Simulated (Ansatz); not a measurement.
# Ba2Tl5V3O12 (C2) in Ansatz: reference runs, part 2 of 2

Ansatz 0.2.0.

### 4 Single point, PBE, collinear spin, ferromagnetic start, 21.25 Å³/atom (volume scaled by 0.94)

Contents of input.yaml:

```yaml
crystal:
  lattice:
    - [6.3574256828, -6.540618081, -0.0466772781]
    - [6.3574256828, 6.540618081, -0.0466772781]
    - [-1.9272279144, 0.0, 5.6347752146]
  atoms:
    - { symbol: Ba, position: [0.47917, 0.52083, 0.0] }
    - { symbol: Ba, position: [0.79264, 0.20736, 0.0] }
    - { symbol: V, position: [0.65694, 0.94605, 0.25735], spin: 2.0 }
    - { symbol: V, position: [0.05395, 0.34306, 0.74265], spin: 2.0 }
    - { symbol: V, position: [0.57442, 0.42558, 0.5], spin: 2.0 }
    - { symbol: Tl, position: [0.49835, 0.85629, 0.63726] }
    - { symbol: Tl, position: [0.14371, 0.50165, 0.36274] }
    - { symbol: Tl, position: [0.01508, 0.98492, 0.5] }
    - { symbol: Tl, position: [0.30964, 0.12677, 0.21892] }
    - { symbol: Tl, position: [0.87323, 0.69036, 0.78108] }
    - { symbol: O, position: [0.0039, 0.26325, 0.44275] }
    - { symbol: O, position: [0.59719, 0.60676, 0.67706] }
    - { symbol: O, position: [0.91333, 0.4282, 0.84635] }
    - { symbol: O, position: [0.52536, 0.79943, 0.20594] }
    - { symbol: O, position: [0.68766, 0.41628, 0.31356] }
    - { symbol: O, position: [0.09251, 0.20316, 0.88601] }
    - { symbol: O, position: [0.58372, 0.31234, 0.68644] }
    - { symbol: O, position: [0.79684, 0.90749, 0.11399] }
    - { symbol: O, position: [0.5718, 0.08667, 0.15365] }
    - { symbol: O, position: [0.20057, 0.47464, 0.79406] }
    - { symbol: O, position: [0.73675, 0.9961, 0.55725] }
    - { symbol: O, position: [0.39324, 0.40281, 0.32294] }
hamiltonian:
  xc: pbe
  pseudopotentials: { kind: paw }
magnetization:
  spin_polarized: true
kpoints:
  mp_grid: { grid: [3, 3, 5] }
scf:
  occupations: { method: fermi_dirac, width: 0.05 }
output:
  forces: true
  stress: true
  eigenvalues: true
```

Started as:

```console
$ ansatz run input.yaml --threads 8 --pin off --max-ram 20480MiB --backend cpu --events-out ev --progress --plain --runs-dir out
```

Wall time 58 s (8 threads of Arm Neoverse V2, shared host); peak memory 3.1 GiB.

Results (log left out):

```yaml
Free_energy: -84680.9821 eV
Pressure: 5.0 GPa
Largest_force: 1.294 eV/Å
Band_gap_on_the_k_mesh: 2.90 eV, indirect (least direct gap 2.94 eV)
Net_moment: 0.00 μB per cell
Absolute_moment: 0.00 μB per cell
```

Caveat: odd divisions of the mesh miss points on the zone boundary, where band edges often lie, so the gap on the mesh can be too wide; the pressure holds a Pulay correction of +0.3 GPa for the finite cutoff; spin-orbit coupling is left out, which as a rule narrows the gap of such compounds by several tenths of an eV; forces of over 1 eV/Å show positions far from the minimum, so gaps and moduli don't describe the material at rest; the starting moments weren't kept.

### 5 Single point, PBE, collinear spin, ferromagnetic start, 21.70 Å³/atom (volume scaled by 0.96)

Changes to input.yaml since step 4:

```diff
@@ -2,5 +2,5 @@
   lattice:
-    - [6.3574256828, -6.540618081, -0.0466772781]
-    - [6.3574256828, 6.540618081, -0.0466772781]
-    - [-1.9272279144, 0.0, 5.6347752146]
+    - [6.4021977613, -6.5866802893, -0.0470060021]
+    - [6.4021977613, 6.5866802893, -0.0470060021]
+    - [-1.9408003892, 0.0, 5.6744580376]
   atoms:
@@ -41 +41,5 @@
   eigenvalues: true
+  write_density: true
+  write_potential: true
+  elf: true
+  volumetric_format: npy
```

Potentials or basis: Ansatz PAW.

Started as:

```console
$ ansatz run input.yaml --threads 8 --pin off --max-ram 20480MiB --backend cpu --events-out ev --progress --plain --runs-dir out
```

The log of the run:

```text
Warning: RAYON_NUM_THREADS=8 ignored (pool sized by the plan → 8); use --threads N
Engine: ansatz 0.2.0, aarch64-unknown-linux-gnu
[... 110 lines left out ...]
  k-point 2 ↑: bands = ["-59.0850", "-58.9430", "-58.9430", "-33.1170", "-33.0639", "-33.0386", "-32.9779", "-32.9779", "-32.9302", "-32.9301", "-32.8893", "-32.8892", "-20.4098", "-20.3754", "-12.2959", "-12.0232", "-11.9419", "-11.9096", "-11.6006", "-11.5688", "-11.5037", "-11.5003", "-11.4932", "-11.4236", "-11.3867", "-11.2559", "-5.7338", "-5.6547", "-5.6384", "-5.6001", "-5.5738", "-5.5076", "-5.0651", "-5.0626", "-5.0565", "-5.0329", "-5.0271", "-5.0119", "-4.9926", "-4.9829", "-4.9756", "-4.9695", "-4.9498", "-4.9043", "-4.8943", "-4.8929", "-4.8821", "-4.8750", "-4.8663", "-4.8479", "-4.8341", "-4.8216", "-4.8187", "-4.8094", "-4.7863", "-4.7694", "-4.7568", "-0.5265", "-0.3941", "-0.3208", "-0.0019", "0.1267", "1.2328", "1.2568", "1.3311", "1.4105", "1.4902", "1.5411", "1.5668", "1.6058", "1.6149", "1.7560", "1.8059", "1.9368", "2.1189", "2.3309", "2.3744", "2.3842", "2.4347", "2.6011", "2.6614", "2.7404", "2.8040", "2.9286", "3.1584", "3.2524", "3.3386", "3.4285", "3.5171", "3.6156", "3.6321", "3.7075", "3.8900", "3.9105", "3.9382", "4.0447", "4.1635", "4.2677", "7.5885", "7.7385", "7.8275", "8.0408", "8.1396", "8.2649", "8.3334", "8.4307", "8.5580", "8.6260", "8.8466", "9.0234", "9.2273", "9.3043", "9.4179", "9.4831", "9.6042", "9.7308", "9.8469", "9.9936", "10.0660", "10.1566", "10.1963", "10.6326", "10.7156"]
  k-point 15 ↓: bands = ["-59.0850", "-58.9430", "-58.9430", "-33.1170", "-33.0639", "-33.0386", "-32.9779", "-32.9779", "-32.9302", "-32.9301", "-32.8893", "-32.8892", "-20.4094", "-20.3758", "-12.2971", "-12.0170", "-11.9465", "-11.9031", "-11.6328", "-11.5487", "-11.5154", "-11.5049", "-11.4821", "-11.4178", "-11.3811", "-11.2564", "-5.7361", "-5.6491", "-5.6398", "-5.6038", "-5.5662", "-5.5075", "-5.0620", "-5.0603", "-5.0544", "-5.0329", "-5.0300", "-5.0149", "-4.9953", "-4.9794", "-4.9757", "-4.9717", "-4.9510", "-4.9085", "-4.8965", "-4.8921", "-4.8820", "-4.8751", "-4.8608", "-4.8516", "-4.8354", "-4.8277", "-4.8225", "-4.8020", "-4.7877", "-4.7717", "-4.7543", "-0.6005", "-0.4597", "-0.2765", "0.1337", "0.1653", "1.2408", "1.3067", "1.3347", "1.3836", "1.4106", "1.5051", "1.5702", "1.6144", "1.6552", "1.7603", "1.8407", "1.9399", "2.0470", "2.2970", "2.3546", "2.4244", "2.4663", "2.5450", "2.6746", "2.7068", "2.8813", "2.9894", "3.1273", "3.2851", "3.3115", "3.3597", "3.5380", "3.6107", "3.6470", "3.6651", "3.7647", "3.8439", "3.9990", "4.0873", "4.1893", "4.2684", "7.6767", "7.7224", "7.8455", "8.0364", "8.1416", "8.2934", "8.3018", "8.4217", "8.5560", "8.6607", "8.8525", "9.0154", "9.2588", "9.3733", "9.4730", "9.6003", "9.6514", "9.7090", "9.8105", "9.9654", "10.0967", "10.1425", "10.3006", "10.3685", "10.5582"]
```

rho_z.tsv:

```text
# z_ang	rho[e/angstrom^3]	rho_spin[e/angstrom^3]
# format = ansatz-planar-average/11
# lattice	6.402197761	-6.586680289	-0.047006002
# lattice	6.402197761	6.586680289	-0.047006002
# lattice	-1.940800389	0.000000000	5.674458038
# sites	22
# site	56	6.402197761	0.274401101	-0.047006002
# site	56	6.402197761	-3.855052240	-0.047006002
# site	23	9.763194009	1.904275138	1.384971625
# site	23	1.100401124	1.904275138	4.195474409
# site	23	5.431797567	-0.980361494	2.790223017
# site	81	7.435878719	2.357636343	3.552428918
[... 14 lines left out ...]
# site	8	10.012537374	1.708255533	3.080637391
# site	8	4.469707450	0.063034530	1.795090351
0.000000	1.989173e-1	3.254636e-9
0.133271	2.067150e-1	2.257016e-9
0.266541	2.292705e-1	-7.194163e-10
0.399812	2.633929e-1	-5.346814e-9
0.533083	3.031604e-1	-1.069744e-8
0.666353	3.428144e-1	-1.533009e-8
[... 37 lines left out ...]
5.730640	2.292705e-1	-7.194162e-10
5.863910	2.067150e-1	2.257017e-9
```

Wall time 80 s (8 threads of Arm Neoverse V2, shared host); peak memory 3.2 GiB.

What came out:

```
Free energy            : -84681.2357 eV
Pressure               : 3.2 GPa
Largest force          : 0.831 eV/Å
Band gap on the k mesh : 2.91 eV, indirect (least direct gap 2.95 eV)
Net moment             : 0.00 μB per cell
Absolute moment        : 0.00 μB per cell
```

Caveat: odd divisions of the mesh miss points on the zone boundary, where band edges often lie, so the gap on the mesh can be too wide; the pressure holds a Pulay correction of +0.3 GPa for the finite cutoff; spin-orbit coupling is left out, which as a rule narrows the gap of such compounds by several tenths of an eV; the starting moments weren't kept.

### 6 Single point, PBE, collinear spin, ferromagnetic start, 22.15 Å³/atom (volume scaled by 0.98)

Changes to input.yaml since step 5:

```diff
@@ -2,5 +2,5 @@
   lattice:
-    - [6.4021977613, -6.5866802893, -0.0470060021]
-    - [6.4021977613, 6.5866802893, -0.0470060021]
-    - [-1.9408003892, 0.0, 5.6744580376]
+    - [6.4463522446, -6.6321071061, -0.0473301917]
+    - [6.4463522446, 6.6321071061, -0.0473301917]
+    - [-1.9541856424, 0.0, 5.7135934676]
   atoms:
@@ -41,5 +41 @@
   eigenvalues: true
-  write_density: true
-  write_potential: true
-  elf: true
-  volumetric_format: npy
```

Potentials or basis: Ansatz PAW.

Started as:

```console
$ ansatz run input.yaml --threads 8 --pin off --max-ram 20480MiB --backend cpu --events-out ev --progress --plain --runs-dir out
```

Wall time 69 s (8 threads of Arm Neoverse V2, shared host); peak memory 3.2 GiB.

It converged, with:

```
Free energy            : -84681.3809 eV
Pressure               : 1.5 GPa
Largest force          : 0.400 eV/Å
Band gap on the k mesh : 2.91 eV, indirect (least direct gap 2.95 eV)
Net moment             : 0.00 μB per cell
Absolute moment        : 0.00 μB per cell
```

Caveat: odd divisions of the mesh miss points on the zone boundary, where band edges often lie, so the gap on the mesh can be too wide; the pressure holds a Pulay correction of +0.3 GPa for the finite cutoff; spin-orbit coupling is left out, which as a rule narrows the gap of such compounds by several tenths of an eV; the starting moments weren't kept.

### 7 Single point, PBE, collinear spin, ferromagnetic start, 22.60 Å³/atom

Changes to input.yaml since step 6:

```diff
@@ -2,5 +2,5 @@
   lattice:
-    - [6.4463522446, -6.6321071061, -0.0473301917]
-    - [6.4463522446, 6.6321071061, -0.0473301917]
-    - [-1.9541856424, 0.0, 5.7135934676]
+    - [6.48991, -6.67692, -0.04765]
+    - [6.48991, 6.67692, -0.04765]
+    - [-1.96739, 0.0, 5.7522]
   atoms:
@@ -41 +41,5 @@
   eigenvalues: true
+  write_density: true
+  write_potential: true
+  elf: true
+  volumetric_format: npy
```

Started as:

```console
$ ansatz run input.yaml --threads 8 --pin off --max-ram 20480MiB --backend cpu --events-out ev --progress --plain --runs-dir out
```

Wall time 84 s (8 threads of Arm Neoverse V2, shared host); peak memory 3.3 GiB.

It converged, with:

* Free energy: -84681.4269 eV
* Pressure: 0.0 GPa
* Largest force: 0.005 eV/Å
* Band gap on the k mesh: 2.90 eV, indirect (least direct gap 2.95 eV)
* Net moment: 0.00 μB per cell
* Absolute moment: 0.00 μB per cell

Caveat: odd divisions of the mesh miss points on the zone boundary, where band edges often lie, so the gap on the mesh can be too wide; the pressure holds a Pulay correction of +0.3 GPa for the finite cutoff; spin-orbit coupling is left out, which as a rule narrows the gap of such compounds by several tenths of an eV; the starting moments weren't kept.

### 8 Single point, PBE, collinear spin, ferromagnetic start, 23.05 Å³/atom (volume scaled by 1.02)

Changes to input.yaml since step 7:

```diff
@@ -2,5 +2,5 @@
   lattice:
-    - [6.48991, -6.67692, -0.04765]
-    - [6.48991, 6.67692, -0.04765]
-    - [-1.96739, 0.0, 5.7522]
+    - [6.532890789, -6.7211393019, -0.0479655721]
+    - [6.532890789, 6.7211393019, -0.0479655721]
+    - [-1.9804194526, 0.0, 5.7902951499]
   atoms:
```

Started as:

```console
$ ansatz run input.yaml --threads 8 --pin off --max-ram 20480MiB --backend cpu --events-out ev --progress --plain --runs-dir out
```

It took 78 s on 8 threads of Arm Neoverse V2, shared host; peak memory 3.4 GiB.

Results (log left out):

```
Free energy            : -84681.3843 eV
Pressure               : -1.3 GPa
Largest force          : 0.370 eV/Å
Band gap on the k mesh : 2.88 eV, indirect (least direct gap 2.94 eV)
Net moment             : 0.00 μB per cell
Absolute moment        : 0.00 μB per cell
```

Caveat: odd divisions of the mesh miss points on the zone boundary, where band edges often lie, so the gap on the mesh can be too wide; spin-orbit coupling is left out, which as a rule narrows the gap of such compounds by several tenths of an eV; the starting moments weren't kept.

### 9 Single point, PBE, collinear spin, ferromagnetic start, 23.51 Å³/atom (volume scaled by 1.04)

Changes to input.yaml since step 8:

```diff
@@ -2,5 +2,5 @@
   lattice:
-    - [6.532890789, -6.7211393019, -0.0479655721]
-    - [6.532890789, 6.7211393019, -0.0479655721]
-    - [-1.9804194526, 0.0, 5.7902951499]
+    - [6.5753133464, -6.7647842866, -0.0482770456]
+    - [6.5753133464, 6.7647842866, -0.0482770456]
+    - [-1.9932796795, 0.0, 5.8278955227]
   atoms:
@@ -41,5 +41 @@
   eigenvalues: true
-  write_density: true
-  write_potential: true
-  elf: true
-  volumetric_format: npy
```

Potentials or basis: Ansatz PAW.

Started as:

```console
$ ansatz run input.yaml --threads 8 --pin off --max-ram 20480MiB --backend cpu --events-out ev --progress --plain --runs-dir out
```

It took 72 s on 8 threads of Arm Neoverse V2, shared host; peak memory 3.3 GiB.

The run converged. Its results:

```yaml
Free_energy: -84681.2631 eV
Pressure: -2.6 GPa
Largest_force: 0.715 eV/Å
Band_gap_on_the_k_mesh: 2.86 eV, indirect (least direct gap 2.90 eV)
Net_moment: 0.00 μB per cell
Absolute_moment: 0.00 μB per cell
```

Caveat: odd divisions of the mesh miss points on the zone boundary, where band edges often lie, so the gap on the mesh can be too wide; spin-orbit coupling is left out, which as a rule narrows the gap of such compounds by several tenths of an eV; the starting moments weren't kept.

### 10 Single point, PBE, collinear spin, ferromagnetic start, 23.96 Å³/atom (volume scaled by 1.06)

Changes to input.yaml since step 9:

```diff
@@ -2,5 +2,5 @@
   lattice:
-    - [6.5753133464, -6.7647842866, -0.0482770456]
-    - [6.5753133464, 6.7647842866, -0.0482770456]
-    - [-1.9932796795, 0.0, 5.8278955227]
+    - [6.6171954524, -6.8078732463, -0.048584551]
+    - [6.6171954524, 6.8078732463, -0.048584551]
+    - [-2.0059760707, 0.0, 5.8650168771]
   atoms:
```

Started as:

```console
$ ansatz run input.yaml --threads 8 --pin off --max-ram 20480MiB --backend cpu --events-out ev --progress --plain --runs-dir out
```

Wall time 61 s (8 threads of Arm Neoverse V2, shared host); peak memory 3.4 GiB.

Results (log left out):

| Property | Result |
| --- | --- |
| Free energy | -84681.0701 eV |
| Pressure | -3.6 GPa |
| Largest force | 1.035 eV/Å |
| Band gap on the k mesh | 2.83 eV, indirect (least direct gap 2.86 eV) |
| Net moment | 0.00 μB per cell |
| Absolute moment | 0.00 μB per cell |

Caveat: odd divisions of the mesh miss points on the zone boundary, where band edges often lie, so the gap on the mesh can be too wide; spin-orbit coupling is left out, which as a rule narrows the gap of such compounds by several tenths of an eV; forces of over 1 eV/Å show positions far from the minimum, so gaps and moduli don't describe the material at rest; the starting moments weren't kept.

### 11 Equation of state, PBE, collinear spin, ferromagnetic start

Potentials or basis: Ansatz PAW.

This step only gathers the single runs of the series.

Results:

```
Equilibrium volume                        : 22.60 Å³/atom
Bulk modulus at fixed shape and positions : 71 GPa
Pressure derivative of the bulk modulus   : 4.4
```

Energy against volume, from the lowest point:
```
volume (Å³/atom)  energy (meV/atom)
          21.247              20.22
          21.699               8.69
          22.151               2.09
          22.603               0.00
          23.055               1.94
          23.507               7.45
          23.959              16.22
```

Caveat: the cell was scaled at fixed shape and fractional positions, which overstates the stiffness of a crystal with free parameters, most of all of layers and chains. Spin-orbit coupling is left out, which matters for the levels of Ba, Tl.

### 12 The runs side by side

```csv
task,cell,gap on the mesh (eV),pressure (GPa),moment (μB)
single point,as given,2.90,0.0,0.00
single point,"atoms moved at random, drawn with an rms of 0.05 Å",2.71,-0.3,0.00
equation of state,as given,-,-,-
```

Alike in all rows: level PBE; potentials or basis Ansatz PAW; spin collinear, ferromagnetic start; k mesh 3 × 3 × 5; cutoff (eV) 420; smearing fermi-dirac 0.05 eV.

Caveats: odd divisions of the mesh miss points on the zone boundary, where band edges often lie, so the gap on the mesh can be too wide (some runs); spin-orbit coupling is left out, which as a rule narrows the gap of such compounds by several tenths of an eV (some runs); the starting moments weren't kept (some runs); the cell was scaled at fixed shape and fractional positions, which overstates the stiffness of a crystal with free parameters, most of all of layers and chains (some runs).

Absolute energies hang on the potentials; compare differences alone.
